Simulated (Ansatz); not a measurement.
# MoS2: the cost of one run

Method: DFT LDA+D3(BJ), scalar-relativistic, plane waves, PAW, in Ansatz 0.2.0.

16 further runs of the same task are left out: 16 set aside as unsound or not needed.

## Step 1: Starting point

It takes space group P-6m2 (No. 187, hexagonal). Conventional cell: a = 3.091 Å, b = 3.091 Å, c = 17.328 Å, α = 90.00°, β = 90.00°, γ = 120.00°. Around Mo (site symmetry -6m2) lie 6 S at 2.37 Å. Around S (site symmetry 3m) lie 3 Mo at 2.37 Å.

Structure file:

```
CELL_PARAMETERS angstrom
3.09057 0.00000 0.00000
-1.54528 2.67651 0.00000
0.00000 0.00000 17.32780
ATOMIC_POSITIONS crystal
Mo 0.00000 0.00000 0.00000
S 0.33333 0.66667 0.08992
S 0.33333 0.66667 0.91008
```

It goes back to an entry of the Materials Project, which need not be the stable form.

This cell was relaxed beforehand with the same method: volume 47.78 Å³/atom, gap on the mesh 1.93 eV.

## Step 2: Plan of the line

Atoms count from 1 in the order of the input.

The energy is mapped over a free internal coordinate and the cell.

First coordinate, shift of S2 along [0 0 1], its symmetry partners moved as symmetry demands (measured in the relaxed cell): 7 values from −0.250 Å. Second coordinate, c/a of the conventional cell at fixed volume: 7 values from 5.158 to 6.055.

Nothing else is relaxed (all other coordinates fixed). Energies count from the relaxed crystal. Points are written as (first, second).

## Step 3: Grid point (−0.250 Å, 5.158)

File input.yaml:

```yaml
crystal:
  lattice:
    - [3.1776783372, 0.0, 0.0]
    - [-1.5888391686, 2.751950165, 0.0]
    - [0.0, 0.0, 16.3907826309]
  atoms:
    - { symbol: Mo, position: [0.0, 0.0, 0.0] }
    - { symbol: S, position: [0.3333333333, 0.6666666667, 0.0754900609] }
    - { symbol: S, position: [0.3333333333, 0.6666666667, 0.9245099391] }
basis:
  ecutwfc: 420
kpoints:
  mp_grid: { grid: [12, 12, 2] }
hamiltonian:
  xc: lda
  pseudopotentials: { kind: paw, azcp: { folder: soft_1 } }
  dispersion: d3bj
scf:
  occupations: { method: gaussian, width: 0.05 }
output:
  forces: true
  stress: true
  eigenvalues: true
```

Run with:

```bash
> ansatz run input.yaml --threads 1 --pin off --max-ram 2048MiB --backend cpu --events-out ev --progress --plain --runs-dir out
```

What time and memory should one allow on 1 thread of Arm Neoverse N1, shared host?

About 15 s, with a peak of 0.35 GiB.
